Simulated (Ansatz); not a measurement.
I need a ladder of methods at one geometry of BrClMg, SMILES [Cl][Mg][Br]. Use Ansatz 0.2.0 through its Python package. Settings (for the species named): MP2, def2-SVP basis, multiplicity 1. The script varies method: mp2, ccsd, ccsd_t.

Input file `brclmg.xyz`:
```text
3

Cl    0.94540    2.08390    0.73510
Mg    0.00910    0.03910    0.01210
Br   -0.96540   -2.18790   -0.76040
```

`run_methods.py`
```python
# -*- coding: utf-8 -*-
"""One geometry of BrClMg, method by method."""

import warnings

import ansatz

warnings.simplefilter("ignore", ansatz.DeckWarning)

mol = ansatz.Crystal.molecule_from_extxyz("brclmg.xyz")

calc = mol.calculation().basis(gaussian="def2-SVP")

methods = ["mp2", "ccsd", "ccsd_t"]
reports = [calc.correlation(m).run(threads=1).report for m in methods]
print(f"Hartree-Fock reference {reports[0]['reference_energy_ev'] / 27.211386246:.6f} Ha")
best = reports[-1]["free_energy_ev"] - reports[-1]["reference_energy_ev"]
for method, each in zip(methods, reports):
    gained = each["free_energy_ev"] - each["reference_energy_ev"]
    print(f"{method:8s} total {each['free_energy_ev'] / 27.211386246:.6f} Ha  correlation {gained:9.4f} eV  ({100 * gained / best:.1f} % of the last)")
```

```console
$ python run_methods.py
Hartree-Fock reference -3231.152108 Ha
mp2      total -3231.544037 Ha  correlation  -10.6649 eV  (94.5 % of the last)
ccsd     total -3231.558614 Ha  correlation  -11.0616 eV  (98.0 % of the last)
ccsd_t   total -3231.566792 Ha  correlation  -11.2841 eV  (100.0 % of the last)
```

Total energies depend on the basis set; only differences at equal settings carry meaning. The geometry is a force-field or estimated start, not a minimum of this method, and the basis set is short of its limit. A lower total doesn't mark the better method: functionals have no common bound, and MP2 and coupled cluster aren't variational. Inner cores stay frozen; a filled d shell under the valence of the heavier atoms is correlated with it. The whole script took 4.4 s on 1 thread of Arm Neoverse V2, with other jobs on the host, peak memory 0.2 GiB.
